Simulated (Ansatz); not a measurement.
# NbSi (Fm-3m) in Ansatz: reference runs

Aim: a first look at NbSi with PBE, on the cell as given and on a disturbed one.

Everything below comes from runs of Ansatz 0.2.0. Logs are shortened: lines on timing, memory, paths and dates and some standing lists are left out, and cuts for length are marked.

## 1. The crystal as given

It takes space group Fm-3m (No. 225, cubic). The conventional cell has a = 5.148 Å, b = 5.148 Å, c = 5.148 Å, α = 90.00°, β = 90.00°, γ = 90.00°. Nb (site symmetry m-3m) has 6 Si at 2.57 Å as nearest neighbours. Si (site symmetry m-3m) is surrounded by 6 Nb at 2.57 Å.

The cell was built by a generator and needn't be a form met in nature.

## 2. Single point, PBE

Input file input.yaml:

```yaml
crystal:
  lattice:
    - [0.0, 2.57383, 2.57383]
    - [2.57383, 0.0, 2.57383]
    - [2.57383, 2.57383, 0.0]
  atoms:
    - { symbol: Nb, position: [0.0, 0.0, 0.0] }
    - { symbol: Si, position: [0.5, 0.5, 0.5] }
kpoints:
  mp_grid: { grid: [9, 9, 9] }
scf:
  occupations: { method: fermi_dirac, width: 0.05 }
hamiltonian:
  xc: pbe
  pseudopotentials: { kind: all_electron, lapw: { basis_error: 0.001 } }
output:
  forces: true
  stress: true
  eigenvalues: true
  populations: true
```

Potentials or basis: all-electron LAPW, scalar-relativistic.

Started as:

```bash
> ansatz run input.yaml --threads 1 --pin off --max-ram 3072MiB --backend cpu --events-out ev --progress --plain --runs-dir out
```

Output:

```text
Warning: RAYON_NUM_THREADS=1 ignored (pool sized by the plan → 1); use --threads N
Nb: projections on atomic orbitals take those of the free atom 1s2 2s2 2p6 3s2 3p6 3d10 4s2 4p6 4d4 5s1, of charge +0.00 (hamiltonian.pseudopotentials.projection_atoms)
Si: projections on atomic orbitals take those of the free atom 1s2 2s2 2p6 3s2 3p2, of charge +0.00 (hamiltonian.pseudopotentials.projection_atoms)
LAPW: plane waves up to 7.717 Å⁻¹, error target 1.0e-3 eV per atom; small_component_spin mean_spin; Si in spheres of 1.163 Å, 12 of its electrons in bands, Dirac shells []; Nb in spheres of 1.411 Å, 29 of its electrons in bands, Dirac shells [] (how accurate: hamiltonian.pseudopotentials.lapw.basis_error, Limitations)
Engine: ansatz 0.2.0, aarch64-unknown-linux-gnu
Pseudopotentials: kind: all_electron
Pseudopotential: Nb, LAPW, valence charge 29, lapw/all_electron/scalar/gaussian/Nb, Koelling and Harmon's equation, gaussian nucleus
Pseudopotential: Si, LAPW, valence charge 12, lapw/all_electron/scalar/gaussian/Si, Koelling and Harmon's equation, gaussian nucleus
Functional definition: PBE
  parameter kappa = 0.804
  parameter beta = 0.06672455060314922
  exchange = pbe_x(kappa = kappa, mu = beta*pi^2/3)
  correlation = pbe_c(beta = beta)
Crystal: 2 atoms, lattice volume = 34.101 Å³
Basis set: ecut = 226.86438997247853 eV, 259 PW (Γ), exchange–correlation at level 2
Bands: 25, of which v1, the nominal top of the filled ones, is band 21 counted from 1 (20 counted from 0)
Symmetry: 48 space group operations
Space group: Fm-3m (ITA 225), of the structure as read, at distance tolerance 3.2e-5 Å
k-points: 35 of 729
Non-local potential: Nb, projectors of the file, none
Non-local potential: Si, projectors of the file, none
Initial density: superposition of atomic densities (chi_scale 0.1, normalization cell, long waves kept (reshape's long-wave potential 0.00 eV rms))
Initial wavefunctions: plane waves of lowest kinetic energy (no species holds an atomic orbital)
Functional: x = pbe(κ = 0.804, μ = 0.2195149727645171), c = pbe(β = 0.06672455060314922)
iter 1 solved again at ethr=5.45e-3 eV; its pass at ethr=1.00e-1 eV (dr2=2.23e0 eV) is discarded
SCF iter   1: F=—  HF=-111839.662950 eV  |F-HF|=—  |Δ(HF+E_count)|=         —  Δρ=6.46e-2  dr2=2.24e0  ethr=5.45e-3  ⟨swp⟩=2.0  Hψ=5503  notcnv=0
preconditioner: auto → Kerker (q_TF=auto, 2.813 Å⁻¹)  [metal: Δε(μ)=0.114 eV  Ē_g=7.475 eV  σ=0.050 eV  W_gap=0.47  n_scr=14 (ndim 8)  ℏωp=19.1 eV  f_vac=0.000  D(μ)=1.31/eV (n_scr^D=14)]
iter 2 solved again at ethr=2.18e-4 eV; its pass at ethr=5.45e-3 eV (dr2=8.95e-2 eV) is discarded
SCF iter   2: F=—  HF=-111838.470840 eV  |F-HF|=—  |Δ(HF+E_count)|=    1.19e0  Δρ=1.52e-2  dr2=8.93e-2  ethr=2.18e-4  ⟨swp⟩=2.0  Hψ=4346  notcnv=0
SCF iter   3: F=—  HF=-111838.463977 eV  |F-HF|=—  |Δ(HF+E_count)|=         —  Δρ=1.48e-2  dr2=1.14e-1  ethr=2.18e-4  ⟨swp⟩=2.0  Hψ=2601  notcnv=0
the basis was enlarged: its passes take 140.9 KiB over the memory plan, 1 of 1 planned eigensolver slots
SCF iter   4: F=—  HF=-111838.460096 eV  |F-HF|=—  |Δ(HF+E_count)|=   3.88e-3  Δρ=5.06e-3  dr2=1.28e-2  ethr=2.18e-4  ⟨swp⟩=2.0  Hψ=2354  notcnv=0
SCF iter   5: F=—  HF=-111838.456381 eV  |F-HF|=—  |Δ(HF+E_count)|=   3.71e-3  Δρ=1.46e-3  dr2=1.24e-3  ethr=3.11e-5  ⟨swp⟩=2.0  Hψ=2531  notcnv=0
SCF iter   6: F=—  HF=-111838.456447 eV  |F-HF|=—  |Δ(HF+E_count)|=   6.58e-5  Δρ=5.27e-4  dr2=1.63e-4  ethr=3.03e-6  ⟨swp⟩=2.0  Hψ=2523  notcnv=0
SCF iter   7: F=—  HF=-111838.456415 eV  |F-HF|=—  |Δ(HF+E_count)|=   3.19e-5  Δρ=1.15e-4  dr2=5.54e-6  ethr=3.98e-7  ⟨swp⟩=2.0  Hψ=2523  notcnv=0
SCF iter   8: F=—  HF=-111838.456413 eV  |F-HF|=—  |Δ(HF+E_count)|=   1.62e-6  Δρ=5.08e-5  dr2=1.49e-6  ethr=1.35e-8  ⟨swp⟩=2.0  Hψ=2523  notcnv=0
SCF iter   9: F=—  HF=-111838.456413 eV  |F-HF|=—  |Δ(HF+E_count)|=   5.71e-7  Δρ=1.90e-5  dr2=1.49e-7  ethr=3.63e-9  ⟨swp⟩=2.0  Hψ=2524  notcnv=0
SCF iter  10: F=-111838.456413 eV  HF=-111838.456413 eV  |F-HF|=4.19e-9  |Δ(HF+E_count)|=   8.53e-8  Δρ=3.08e-6  dr2=3.10e-9  ethr=3.64e-10  ⟨swp⟩=2.0  Hψ=2523  notcnv=0
SCF 1 converged in 10 iterations: F = -111838.456413 eV  dr2 = 3.10e-9
SCF converged after 10 iterations
Free energy (F): -111838.456413 eV
Harris-Foulkes:  -111838.456413 eV  (|F-HF|=4.19e-9)
Internal energy: -111838.446200 eV  (E = F + TS)
E sigma→0 (E₀):  -111838.451306 eV
Entropy (-TS):   -0.010212 eV (-5.106 meV/atom)
Fermi energy:    15.795472 eV
--- Per-component energies (eV) ---
  E_band       = -4486.245028
  E_kinetic    = 115454.844376
  E_xc         = -3809.032808
  E_electrostatic = -223484.257768  (all electrons and nuclei)
  E_smearing   = -0.010212  (= −TS)
  E_closure    = 0.000000  (closes the sum)
  E_atoms      = -111822.405006  (free atoms, spherical and without spin; not in F)
  Σ components = -111838.456413   (vs F -111838.456413, Δ=0.00e0)
  Basis errors (estimates in eV, not in F): energy 3.4e-4 per atom: plane waves 3.1e-4 (1.7e-4 summed), levels above the bands 4.9e-54, relativity 3.5e-8, radial functions 3.7e-5, core shells 1.8e-7; eigenvalues (radial functions only) 1.9e-6; not estimated: angular momenta, meshes, grids; target (lapw.basis_error) 1.0e-3; muffin-tin radii Si 1.163 Å, Nb 1.411 Å
--- Forces (eV/Å), atoms counted from 1 ---
  atom   1  Nb    -0.00000000     0.00000000    -0.00000000
  atom   2  Si     0.00000000    -0.00000000    -0.00000000
  max |Σ_I F_I| component: 3.55e-30 eV/Å
--- Stress (GPa, compression-positive) ---
       -0.048765       0.000000      -0.000000
        0.000000      -0.048765       0.000000
       -0.000000       0.000000      -0.048765
  P = ⅓ Tr σ = -0.0488 GPa (-0.488 kbar)
--- Band table (eV; the first three rows and the last of 35) ---
  k-point 0: bands = ["-327.8235", "-327.8235", "-327.8235", "-177.4102", "-177.4102", "-177.4102", "-177.3916", "-177.3916", "-117.8744", "-73.9051", "-73.9051", "-73.9051", "-39.4527", "-15.4778", "-15.4778", "-15.4778", "5.1530", "14.5717", "14.5717", "14.5717", "15.1070", "15.1070", "18.2282", "18.2282", "18.2282"]
  k-point 1: bands = ["-327.8235", "-327.8235", "-327.8235", "-177.4102", "-177.4102", "-177.4102", "-177.3916", "-177.3916", "-117.8744", "-73.9051", "-73.9051", "-73.9051", "-39.4507", "-15.5029", "-15.4810", "-15.4810", "5.3886", "14.1399", "14.4305", "14.4305", "14.9378", "14.9378", "17.9903", "19.0138", "19.0138"]
  k-point 2: bands = ["-327.8235", "-327.8235", "-327.8235", "-177.4102", "-177.4102", "-177.4102", "-177.3916", "-177.3916", "-117.8744", "-73.9052", "-73.9051", "-73.9051", "-39.4457", "-15.5658", "-15.4890", "-15.4890", "6.0650", "13.0348", "13.6537", "13.6537", "15.4488", "15.4488", "17.6877", "20.6297", "20.6297"]
  k-point 34: bands = ["-327.8235", "-327.8235", "-327.8235", "-177.4102", "-177.4102", "-177.4102", "-177.3916", "-177.3916", "-117.8744", "-73.9052", "-73.9052", "-73.9052", "-39.4307", "-15.6215", "-15.5958", "-15.5504", "8.0036", "11.9467", "12.3263", "12.9912", "16.9780", "17.2477", "18.0638", "18.0755", "19.7641"]
--- Löwdin populations: 2 sites ---
  site symbol       q [e]
     0     Nb     40.8609
     1     Si     14.0685
  spilling = 0.001284 (of n_electrons = 55.000000)
```

It took 13 s on 1 thread of Arm Neoverse N1, shared host; peak memory 0.28 GiB.

Results:

```
Free energy            : -111838.4564 eV
Pressure               : 0.0 GPa
Band gap on the k mesh : none (metal or under the smearing width)
```

## 3. Equation of state, PBE

Potentials or basis: all-electron LAPW, scalar-relativistic.

No new run: the results of the series are fitted here.

Results:

```
Equilibrium volume                      : 17.05 Å³/atom
Bulk modulus                            : 150 GPa
Pressure derivative of the bulk modulus : 3.9
```

Energy against volume, from the lowest point:
```
volume (Å³/atom)  energy (meV/atom)
          16.028              31.50
          16.369              13.46
          16.710               3.21
          17.051               0.00
          17.392               3.20
          17.733              12.20
          18.074              26.45
```

## 4. Single point, PBE (atoms moved at random, drawn with an rms of 0.05 Å)

Changes to input.yaml since step 2:

```diff
@@ -6,4 +6,4 @@
   atoms:
-    - { symbol: Nb, position: [0.0, 0.0, 0.0] }
-    - { symbol: Si, position: [0.5, 0.5, 0.5] }
+    - { symbol: Nb, position: [-0.000446, -0.001747, -0.006379] }
+    - { symbol: Si, position: [0.509045, 0.500528, 0.492533] }
 kpoints:
```

Started as:

```bash
> ansatz run input.yaml --threads 1 --pin off --max-ram 3072MiB --backend cpu --events-out ev --progress --plain --runs-dir out
```

It took 3.3 min on 1 thread of Arm Neoverse N1, shared host; peak memory 0.76 GiB.

It converged, with:

```yaml
Free_energy: -111838.4492 eV
Pressure: 0.0 GPa
Largest_force: 0.388 eV/Å
Band_gap_on_the_k_mesh: none (metal or under the smearing width)
```

Forces on the atoms (eV/Å):
```
Nb   0.032  0.224  0.315
Si  -0.032 -0.224 -0.315
```

Stress tensor (GPa, compression positive):
```
-0.06 -0.01 -0.01
-0.01  0.05 -0.07
-0.01 -0.07  0.15
```

Levels at points of the mesh, in eV from the Fermi level:
| k point | band 17 | band 18 | band 19 | band 20 | band 21 | band 22 | band 23 | band 24 |
| --- | --- | --- | --- | --- | --- | --- | --- | --- |
| (0.00, 0.00, 0.00) | -10.64 | -1.23 | -1.23 | -1.22 | -0.70 | -0.69 | 2.44 | 2.45 |

## 5. Overview

```tsv
task	cell	cutoff (eV)	basis error allowed	gap on the mesh (eV)	pressure (GPa)
single point	as given	227	0.001 eV/atom	none	0.0
equation of state	as given	-	0.0005 eV/atom	-	-
single point	atoms moved at random, drawn with an rms of 0.05 Å	233	0.001 eV/atom	none	0.0
```

Alike in all rows: level PBE; potentials or basis all-electron LAPW, scalar-relativistic; no spin polarisation; k mesh 9 × 9 × 9; smearing fermi-dirac 0.05 eV.

Compare energies only between runs with the same functional and basis.
